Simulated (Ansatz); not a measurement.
Write a Python script for Ansatz's Python interface that makes a fixed-spin-moment curve of Fe, space group Im-3m. Use (first run): PBE, norm-conserving potentials, the default cutoff (1225 eV here), 9×9×9 k-points, Fermi-Dirac smearing of 0.15 eV, collinear spin, D3BJATM dispersion.

```
Fe
1.0
    -1.44300    1.44300    1.44300
     1.44300   -1.44300    1.44300
     1.44300    1.44300   -1.44300
Fe
1
Direct
  0.00000 0.00000 0.00000
```

`fsm_fe.py`
```python
"""Energy of Fe against a locked total moment."""

import ansatz as az
import pandas as pd
from pymatgen.core import Lattice, Structure
from pymatgen.io.ase import AseAtomsAdaptor

SETTINGS = {
    "vdw": "d3bjatm",
    "kmesh": (9, 9, 9),
    "filling": "fermi_dirac",
    "sigma": 0.15,
    "beta": 0.5,
    "max_iterations": 100,
    "n_empty": 6,
}

pmg_structure = Structure(
    Lattice([(-1.443, 1.443, 1.443), (1.443, -1.443, 1.443), (1.443, 1.443, -1.443)]),
    ["Fe"],
    [
        (0.0, 0.0, 0.0),
    ],
)
crystal = az.Crystal.from_ase(AseAtomsAdaptor.get_atoms(pmg_structure))

calc = (
    crystal.calculation()
    .functional(az.Functional.PBE, dispersion=SETTINGS["vdw"])
    .pseudopotentials("nc")
    .kpoints(*SETTINGS["kmesh"], center="gamma")
    .occupations(SETTINGS["filling"], width=SETTINGS["sigma"])
    .mixing("msr1", beta=SETTINGS["beta"])
    .eigensolver("davidson", mixed_precision=False)
    .scf(max_iterations=SETTINGS["max_iterations"], extra_bands=SETTINGS["n_empty"])
)
# a hard lock holds the total moment, with one Fermi level a spin
rows = []
for total in [0.0, 0.7, 1.4, 2.1, 2.8, 3.5, 4.2]:
    rep = calc.spin("collinear", total=total, lock="hard").run(threads=1, backend="cpu").report
    up, down = rep["spin_fermi_energies_ev"]
    rows.append((total, rep["free_energy_ev"], up - down, rep["absolute_magnetization_mub"]))
reference = rows[0][1]
rows = [(m, 1000 * (e - reference), split, size) for m, e, split, size in rows]
print(pd.DataFrame(rows, columns=["total muB", "F - F(0) meV", "EF up - down eV", "absolute muB"]).round(4).to_string(index=False))
best = min(rows, key=lambda row: row[1])
print(f"lowest at {best[0]} muB per cell, {best[1]:.1f} meV against the first point")
```

```console
$ python fsm_fe.py
DeckWarning: basis.ecutwfc = 1224.512381 eV, auto-derived from the records' recommended cutoffs: set by Fe (normal level)
RunWarning: this spin-polarised run has no starting moment large enough to seed its density, and nothing else in its deck makes the two spin channels differ, so an SCF from that start keeps the [...]
 total muB  F - F(0) meV  EF up - down eV  absolute muB
       0.0        0.0000           0.0000        0.0000
       0.7      -96.0545          -0.5076        0.8085
       1.4     -311.9575          -0.6533        1.5488
       2.1     -496.0630          -0.2183        2.2419
       2.8     -400.7498           0.9250        2.8727
       3.5      347.4064           3.2417        3.5000
       4.2     2217.1453           7.1433        4.2000
lowest at 2.1 muB per cell, -496.1 meV against the first point
```
(Warnings from the package without file and line, shortened.)

The lowest point lies at 2.1 μB a cell, 496.1 meV below the point at 0 μB; at 4.2 μB the energy is 2713 meV above the lowest.

Reading the output:
- These settings explore the input space; cutoff and mesh may be short of convergence.
- Dispersion corrections can be off by several per cent in the lattices of metals, and by several GPa in the pressure at a fixed cell.
- The mesh is modest for a metal, so energies can be off by several to tens of meV an atom and pressures by half a GPa or more; differences at equal mesh fare better.
- A Fermi-Dirac width this large means warm electrons, whose thermal share enters the free energy.
- Of the deposited cell: the entry's cell lengths or inner coordinates differ somewhat from later room-temperature determinations.
- Only points where the Fermi levels of the two spins meet (minima, maxima and zero moment) are free solutions; a shallow minimum can lie between the points.
- Timing: 24 s on 1 thread of Arm Neoverse V1, with other jobs on the host, peak memory 0.42 GiB.
